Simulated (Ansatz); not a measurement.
# Cl₂H₄N₂Zr: basis-set convergence

Aim: see how fast density functionals converge with the basis set for Cl₂H₄N₂Zr.

Computed with Ansatz 0.2.0, Gaussian basis. Level: one geometry, several basis sets.

Plan: PBE0-D4/def2-SVP; ωB97M-V/def2-SVP; PBE0-D4/def2-QZVPP; ωB97M-V/def2-QZVPP; the functionals' def2-TZVPP values are taken from earlier runs.

## (1) The geometry

All runs share one geometry, relaxed beforehand with PBE0-D4 in a triple-zeta def2 set. Zr takes the def2 core potential; no spin-orbit term is included.

9 atoms, charge 0, spin multiplicity 1.

Atoms are counted from 1 here; the program's logs count them from 0.

Bond lengths: N1–Zr2 2.010 Å, N1–H6 1.012 Å, N1–H7 1.010 Å, Zr2–N3 2.006 Å, Zr2–Cl4 2.363 Å, Zr2–Cl5 2.363 Å, N3–H8 1.012 Å, N3–H9 1.012 Å. Angles: Zr2–N1–H6 124.2°, Zr2–N1–H7 126.6°, H6–N1–H7 109.2°, N1–Zr2–N3 105.2°, N1–Zr2–Cl4 108.7°, N1–Zr2–Cl5 108.7°, N3–Zr2–Cl4 110.4°, N3–Zr2–Cl5 110.4°, Cl4–Zr2–Cl5 113.1°, Zr2–N3–H8 125.3°, Zr2–N3–H9 125.3°, H8–N3–H9 109.1°.

## (2) PBE0-D4 in def2-SVP

in.yaml reads:

```yaml
crystal:
  periodic: [false, false, false]
  atoms:
    - {symbol: N, position_ang: [-1.401143, 0.828974, 0.435730]}
    - {symbol: Zr, position_ang: [0.489997, 0.148038, 0.430692]}
    - {symbol: N, position_ang: [0.603189, -1.080185, -1.150698]}
    - {symbol: Cl, position_ang: [0.869293, -1.049852, 2.431943]}
    - {symbol: Cl, position_ang: [1.954616, 1.981747, 0.154774]}
    - {symbol: H, position_ang: [-1.771600, 1.475706, 1.120641]}
    - {symbol: H, position_ang: [-2.127688, 0.593031, -0.224975]}
    - {symbol: H, position_ang: [0.464132, -2.082281, -1.123184]}
    - {symbol: H, position_ang: [0.919193, -0.815168, -2.074923]}
basis:
  gaussian: {orbitals: def2-SVP}
hamiltonian: {xc: pbe0, dispersion: d4}
output: {orbitals: {seedname: orbitals}}
```

On the command line:

```
$ ansatz run in.yaml --threads 4 --pin off --events-out ev --progress --plain --max-ram 10444MiB
```

After this run come: ωB97M-V in def2-SVP; PBE0-D4 in def2-QZVPP; ωB97M-V in def2-QZVPP.

Before running them: what should the planned runs give, taken together? Wanted: PBE0-D4: double and triple zeta above quadruple; ωB97M-V: double and triple zeta above quadruple.

**Answer**, as computed:

| quantity | value |
| --- | --- |
| PBE0-D4: double and triple zeta above quadruple | 13.52, 1.00 eV |
| ωB97M-V: double and triple zeta above quadruple | 13.51, 0.95 eV |

PBE0-D4 gains 12.52 eV from double to triple zeta, then 1.00 eV more. These are total energies; as a rule much of such shifts cancels in differences, which this series doesn't test.
